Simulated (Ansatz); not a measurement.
# CH5ClGeSi: one species, many methods

Aim: compute CH5ClGeSi with functionals from several rungs and with coupled cluster. The yardstick is the atomisation energy at the CCSD(T) limit.

The runs use Ansatz 0.2.0, Gaussian basis; functionals in def2-TZVPP, the program's frozen cores in correlated methods.

Levels to be run: LDA (SPW92), PBE-D4, revPBE-D4, BLYP-D4, r2SCAN-D4, B97M-V, PBE0-D4, B3LYP-D4, r2SCANh-D4, r2SCAN0-D4, HSE06-D4, BHLYP-D4, CAM-B3LYP-D4, LC-ωPBE, ωB97X-V, ωB97M-V, B2PLYP, PBE-QIDH; CCSD(T)/def2-SVP; CCSD(T)/def2-TZVPP; MP2/def2-QZVPP; extrapolation to the limit; RPA on PBE.

### 1 The relaxed structure

All runs share one geometry, relaxed beforehand with PBE0-D4 in a triple-zeta def2 set.

9 atoms, charge 0, spin multiplicity 1.

Atoms are counted from 1 here; the program's logs count them from 0.

Bond lengths: Cl1–C2 1.763 Å, C2–Si3 1.890 Å, C2–Ge4 2.013 Å, C2–H5 1.088 Å, Si3–Ge4 2.309 Å, Si3–H6 1.483 Å, Si3–H7 1.479 Å, Ge4–H8 1.529 Å, Ge4–H9 1.527 Å. Angles: Cl1–C2–Si3 120.6°, Cl1–C2–Ge4 121.1°, Cl1–C2–H5 110.3°, Si3–C2–Ge4 72.5°, Si3–C2–H5 115.5°, Ge4–C2–H5 112.4°, C2–Si3–Ge4 56.2°, C2–Si3–H6 117.8°, C2–Si3–H7 114.7°, Ge4–Si3–H6 124.8°, Ge4–Si3–H7 116.9°, H6–Si3–H7 113.7°, C2–Ge4–Si3 51.3°, C2–Ge4–H8 114.2°, C2–Ge4–H9 114.1°, Si3–Ge4–H8 125.0°, Si3–Ge4–H9 119.0°, H8–Ge4–H9 114.8°.

### 2 LDA

This LDA is Slater exchange with PW92 correlation.

The input, in.yaml:

```yaml
crystal:
  periodic: [false, false, false]
  atoms:
    - {symbol: Cl, position_ang: [-2.277616, 0.588912, 0.654455]}
    - {symbol: C, position_ang: [-0.818229, 0.378449, -0.312529]}
    - {symbol: Si, position_ang: [0.871949, 0.867980, 0.377843]}
    - {symbol: Ge, position_ang: [0.288234, -1.296932, -0.174691]}
    - {symbol: H, position_ang: [-1.004644, 0.667672, -1.344628]}
    - {symbol: H, position_ang: [1.729108, 1.750515, -0.450197]}
    - {symbol: H, position_ang: [0.875932, 1.213466, 1.816417]}
    - {symbol: H, position_ang: [0.581485, -1.968225, -1.517207]}
    - {symbol: H, position_ang: [-0.157721, -2.248238, 0.933536]}
basis:
  gaussian: {orbitals: def2-TZVPP}
hamiltonian: {xc: lda}
output: {orbitals: {seedname: orbitals}}
```

Started as:

```console
ansatz run in.yaml --threads 4 --pin off --events-out ev --progress --plain --max-ram 10444MiB
```

Further steps of the session: PBE-D4 (GGA); revPBE-D4 (GGA); BLYP-D4 (GGA); r2SCAN-D4 (meta-GGA); B97M-V (meta-GGA); PBE0-D4 (hybrid); B3LYP-D4 (hybrid); r2SCANh-D4 (hybrid); r2SCAN0-D4 (hybrid); HSE06-D4 (hybrid); BHLYP-D4 (hybrid); CAM-B3LYP-D4 (range-separated); LC-ωPBE (range-separated); ωB97X-V (range-separated); ωB97M-V (range-separated); B2PLYP (double hybrid); PBE-QIDH (double hybrid); CCSD(T) in def2-SVP; CCSD(T) in def2-TZVPP; MP2 in def2-QZVPP; RPA on PBE orbitals.

**Question.** What will the summary of the whole plan be? Wanted: atomisation energy, CCSD(T)/CBS; farthest beyond LDA; mean size of error, GGA; mean size of error, meta-GGA; mean size of error, hybrid; mean size of error, range-separated; mean size of error, double hybrid; gap, smallest and largest; T1 diagnostic.

As calculated:

| quantity | value |
| --- | --- |
| atomisation energy, CCSD(T)/CBS | 27.503 eV |
| functionals within 0.275 eV (1.0 %) | PBE-D4, r2SCAN-D4, B97M-V, PBE0-D4, r2SCANh-D4, HSE06-D4, CAM-B3LYP-D4, ωB97X-V, ωB97M-V, PBE-QIDH |
| farthest beyond LDA | BHLYP-D4 (-0.912 eV) |
| mean size of error, GGA | 0.390 eV |
| mean size of error, meta-GGA | 0.155 eV |
| mean size of error, hybrid | 0.308 eV |
| mean size of error, range-separated | 0.237 eV |
| mean size of error, double hybrid | 0.429 eV |
| gap, smallest and largest | 4.24 eV (LDA (SPW92)), 10.76 eV (LC-ωPBE) |
| T1 diagnostic | 0.0121 |
| triples share of the correlation energy | 4.2 % |

**Reading.** LDA overbinds by 3.957 eV (14 %). PBE-D4 is off by +0.186 eV. Double hybrids carry the basis error of their MP2 part in triple zeta, and no dispersion term here, so their miss is partly the set-up's. The rungs meta-GGA, range-separated miss on average by less than the doubt on the reference (0.275 eV), so they tie. The reference freezes the cores and leaves out relativity and excitations past (T), and its outer-core shells are covered unevenly, so misses under about 0.275 eV can't be ranked. Hartree-Fock recovers 71 % of the binding; the rest is correlation. CCSD(T) in def2-SVP is off by -2.095 eV, worse than the median functional, from the basis alone. Orbital gaps span 4.2 to 10.8 eV; exact exchange widens them. Correlated methods include outer-core shells of Ge, which these sets cover unevenly.
